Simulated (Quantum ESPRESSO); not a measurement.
GaGe:

```
Ge Ga
1.0
     0.00000    2.89784    2.89784
     2.89784    0.00000    2.89784
     2.89784    2.89784    0.00000
Ge Ga
1 1
Direct
  0.00000 0.00000 0.00000
  0.25000 0.25000 0.25000
```

The cell comes from a database or a generator and needn't be the stable form of this composition.

| Quantity | Value |
| --- | --- |
| Program | Quantum ESPRESSO 7.5 |
| Task | phonons |
| Functional | PBEsol |
| Potentials or basis | PseudoDojo 0.4.1 SR PBEsol standard |
| Cutoff | 1088 eV |
| Density cutoff | 4354 eV |
| k mesh | 8 × 8 × 8 |
| Occupations | methfessel-paxton, width 0.2 eV |
| Spin | no spin polarisation |
| Mixing beta | 0.5 |
| Most SCF iterations | 120 |
| SCF threshold | 4e-10 Ry |

The cell and the atoms were relaxed first, to 23.23 Å³/atom (a = 4.035 Å, b = 4.035 Å, c = 4.035 Å, α = 60.00°, β = 60.00°, γ = 60.00°), and the response was taken there.

Q: What is the highest optical frequency at the zone centre?

A: 211 cm⁻¹, a mode of symmetry T2 (IR and Raman).

Optical modes at Γ, degenerate ones joined:
```csv
cm⁻¹,components,symmetry,active in
211,3,T2,IR and Raman
```
